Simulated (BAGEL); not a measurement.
# HF/cc-pVDZ (density fitting with qzvpp-jkfit) run of C2H3NOSi (SMILES N#C[SiH2]C=O)

Aim: the vertical singlet–triplet gap of C2H3NOSi at HF/cc-pVDZ (density fitting with qzvpp-jkfit), from 2 runs. 

The calculation is run with BAGEL 1.2.2.

### 1 The molecule

C2H3NOSi has 8 atoms, charge 0, and is taken as a singlet. SMILES: `N#C[SiH2]C=O`. The coordinates come from a GFN2-xTB relaxation. This is one conformer, not always the lowest.

Bond lengths: N1–C2 1.146 Å, C2–Si3 1.867 Å, Si3–C4 1.925 Å, C4–O5 1.203 Å, Si3–H6 1.463 Å, Si3–H7 1.457 Å, C4–H8 1.112 Å. Angles: N1–C2–Si3 179.8°, C2–Si3–C4 103.9°, Si3–C4–O5 123.3°, C2–Si3–H6 107.0°, C2–Si3–H7 109.2°, C4–Si3–H6 108.5°, C4–Si3–H7 111.4°, Si3–C4–H8 117.3°, O5–C4–H8 119.4°, H6–Si3–H7 116.1°.

### 2 A single-point energy at HF/cc-pVDZ (density fitting with qzvpp-jkfit)

input.json reads:

```json
{ "bagel" : [

{
  "title" : "molecule",
  "basis" : "cc-pvdz.json",
  "df_basis" : "qzvpp-jkfit",
  "angstrom" : true,
  "geometry" : [
    { "atom" : "N", "xyz" : [   -1.618340,   -1.453970,    1.783830 ] },
    { "atom" : "C", "xyz" : [   -0.852400,   -0.757080,    1.293620 ] },
    { "atom" : "Si", "xyz" : [    0.399020,    0.378190,    0.498650 ] },
    { "atom" : "C", "xyz" : [    0.157160,    0.086150,   -1.388330 ] },
    { "atom" : "O", "xyz" : [    1.066670,   -0.132910,   -2.144340 ] },
    { "atom" : "H", "xyz" : [   -0.007570,    1.747870,    0.811940 ] },
    { "atom" : "H", "xyz" : [    1.736510,   -0.006750,    0.928760 ] },
    { "atom" : "H", "xyz" : [   -0.881050,    0.138500,   -1.784120 ] }
  ]
},
{ "title" : "hf" },
{ "title" : "print", "file" : "orbitals.molden", "orbitals" : true }

]}
```

The basis set cc-pVDZ is read from a file made from the Basis Set Exchange's data (not shown).

On the command line:

```
$ BAGEL_NUM_THREADS=1 BAGEL input.json > input.out
```

The program printed:

```text
* using 1 threads per process

  ===============================================================
  ===============================================================

  *** Geometry ***

  { "atom" : "N", "xyz" : [     -3.058219,     -2.747605,      3.370950 ] },
  { "atom" : "C", "xyz" : [     -1.610803,     -1.430674,      2.444588 ] },
  { "atom" : "Si", "xyz" : [      0.754039,      0.714676,      0.942312 ] },
  { "atom" : "C", "xyz" : [      0.296989,      0.162800,     -2.623563 ] },
  { "atom" : "O", "xyz" : [      2.015714,     -0.251163,     -4.052215 ] },
  { "atom" : "H", "xyz" : [     -0.014305,      3.302996,      1.534344 ] },
  { "atom" : "H", "xyz" : [      3.281528,     -0.012756,      1.755102 ] },
  { "atom" : "H", "xyz" : [     -1.664943,      0.261727,     -3.371498 ] },

  Number of auxiliary basis functions:      486

  Since a DF basis is specified, we compute 2- and 3-index integrals:
    o Being stored without compression. Storage requirement is 0.031 GB

  Number of basis functions:       89
  Number of electrons      :       44

    * METHOD: MOLECULE                             0.21

  *** RHF ***

  === Nuclear Repulsion ===
   179.8758260419

      * DIIS with orbital gradients will be used.

  === RHF iteration (cc-pvdz.json) ===
      0       -495.45972921          0.01690415           0.06
      1       -495.55917113          0.01613881           0.06
      2       -495.70928570          0.00183891           0.06
      3       -495.71310449          0.00062430           0.06
      4       -495.71348072          0.00025179           0.06
      5       -495.71355903          0.00013747           0.06
      6       -495.71358366          0.00005727           0.06
      7       -495.71359036          0.00001181           0.06
      8       -495.71359061          0.00000697           0.06
      9       -495.71359066          0.00000380           0.07
     10       -495.71359070          0.00000167           0.06
     11       -495.71359071          0.00000106           0.06
     12       -495.71359071          0.00000050           0.06
     13       -495.71359071          0.00000020           0.06
     14       -495.71359071          0.00000007           0.06
     15       -495.71359071          0.00000003           0.06
     16       -495.71359071          0.00000002           0.06
     17       -495.71359071          0.00000001           0.06
    * SCF iteration converged.

    * Permanent dipole moment:
           (   -0.298269,    -1.040209,    -0.091904) a.u.

    * METHOD: HF                                   1.26

    * METHOD: PRINT                                0.01

  ===============================================================
```

Wall time 1.8 s (1 thread of Arm Neoverse V2, shared host); peak memory 0.12 GiB.

### 3 The triplet

input.json reads:

```json
{ "bagel": [

{
  "title": "molecule",
  "basis": "cc-pvdz.json",
  "df_basis": "qzvpp-jkfit",
  "angstrom": true,
  "geometry": [
    { "atom": "N", "xyz": [      -1.618340,      -1.453970,       1.783830 ] },
    { "atom": "C", "xyz": [      -0.852400,      -0.757080,       1.293620 ] },
    { "atom": "Si", "xyz": [       0.399020,       0.378190,       0.498650 ] },
    { "atom": "C", "xyz": [       0.157160,       0.086150,      -1.388330 ] },
    { "atom": "O", "xyz": [       1.066670,      -0.132910,      -2.144340 ] },
    { "atom": "H", "xyz": [      -0.007570,       1.747870,       0.811940 ] },
    { "atom": "H", "xyz": [       1.736510,      -0.006750,       0.928760 ] },
    { "atom": "H", "xyz": [      -0.881050,       0.138500,      -1.784120 ] }
  ]
},

{ "title": "uhf", "nopen": 2 },

{ "title": "print", "file": "orbitals.molden", "orbitals": true }

]}
```

The basis set cc-pVDZ is read from a file made from the Basis Set Exchange's data (not shown).

On the command line:

```
$ BAGEL_NUM_THREADS=1 BAGEL input.json > input.out
```

The program printed:

```text
* using 1 threads per process

  ===============================================================
  ===============================================================

  *** Geometry ***

  { "atom" : "N", "xyz" : [     -3.058219,     -2.747605,      3.370950 ] },
  { "atom" : "C", "xyz" : [     -1.610803,     -1.430674,      2.444588 ] },
  { "atom" : "Si", "xyz" : [      0.754039,      0.714676,      0.942312 ] },
  { "atom" : "C", "xyz" : [      0.296989,      0.162800,     -2.623563 ] },
  { "atom" : "O", "xyz" : [      2.015714,     -0.251163,     -4.052215 ] },
  { "atom" : "H", "xyz" : [     -0.014305,      3.302996,      1.534344 ] },
  { "atom" : "H", "xyz" : [      3.281528,     -0.012756,      1.755102 ] },
  { "atom" : "H", "xyz" : [     -1.664943,      0.261727,     -3.371498 ] },

  Number of auxiliary basis functions:      486

  Since a DF basis is specified, we compute 2- and 3-index integrals:
    o Being stored without compression. Storage requirement is 0.031 GB

  Number of basis functions:       89
  Number of electrons      :       44

    * METHOD: MOLECULE                             0.21

  *** Open-shell HF ***

  === Nuclear Repulsion ===
   179.8758260419

      * DIIS with orbital gradients will be used.

  === UHF iteration (cc-pvdz.json) ===
      0       -495.34614979          0.03146267           0.12
      1       -495.47496862          0.02955098           0.12
      2       -495.51846316          0.02527588           0.12
      3       -495.62756371          0.00313260           0.12
      4       -495.63438668          0.00212931           0.13
      5       -495.63839597          0.00137453           0.12
      6       -495.64084481          0.00048680           0.13
      7       -495.64112567          0.00019650           0.12
      8       -495.64117547          0.00010627           0.12
      9       -495.64120132          0.00005399           0.12
     10       -495.64120900          0.00001532           0.13
     11       -495.64120929          0.00000933           0.12
     12       -495.64120941          0.00000581           0.12
     13       -495.64120950          0.00000343           0.12
     14       -495.64120955          0.00000190           0.12
     15       -495.64120959          0.00000094           0.12
     16       -495.64120960          0.00000058           0.12
     17       -495.64120962          0.00000039           0.12
     18       -495.64120963          0.00000024           0.12
     19       -495.64120965          0.00000018           0.12
     20       -495.64120965          0.00000016           0.12
     21       -495.64120966          0.00000014           0.12
     22       -495.64120967          0.00000012           0.12
     23       -495.64120968          0.00000010           0.12
     24       -495.64120969          0.00000008           0.13
     25       -495.64120970          0.00000007           0.12
     26       -495.64120971          0.00000006           0.12
     27       -495.64120971          0.00000005           0.12
     28       -495.64120971          0.00000003           0.12
     29       -495.64120971          0.00000002           0.12
     30       -495.64120971          0.00000001           0.12
     31       -495.64120972          0.00000001           0.12
    * SCF iteration converged.

    * S^2 (UHF) is 2.0198

    * Permanent dipole moment:
           (   -0.599549,    -0.941224,     0.372424) a.u.

    * METHOD: UHF                                  4.05

    * METHOD: PRINT                                0.01

  ===============================================================
```

Run time: 4.8 s. Hardware: 1 thread of Arm Neoverse V2, shared host; peak memory 0.12 GiB.

### 4 Outcome

Level: HF/cc-pVDZ (density fitting with qzvpp-jkfit).

| quantity | value |
| --- | --- |
| singlet: total energy | -495.71359 Eh |
| singlet: dipole moment | 2.76 D |
| singlet: HOMO energy | -11.25 eV |
| singlet: LUMO energy | 2.18 eV |
| singlet: HOMO–LUMO gap | 13.43 eV |
| triplet: total energy | -495.64121 Eh |
| triplet: dipole moment | 2.99 D |
| triplet: ⟨S²⟩ | 2.020 |
| vertical energy of the triplet above the singlet | 1.970 eV |

At this shape the triplet lies 1.97 eV (45 kcal/mol) above the singlet.
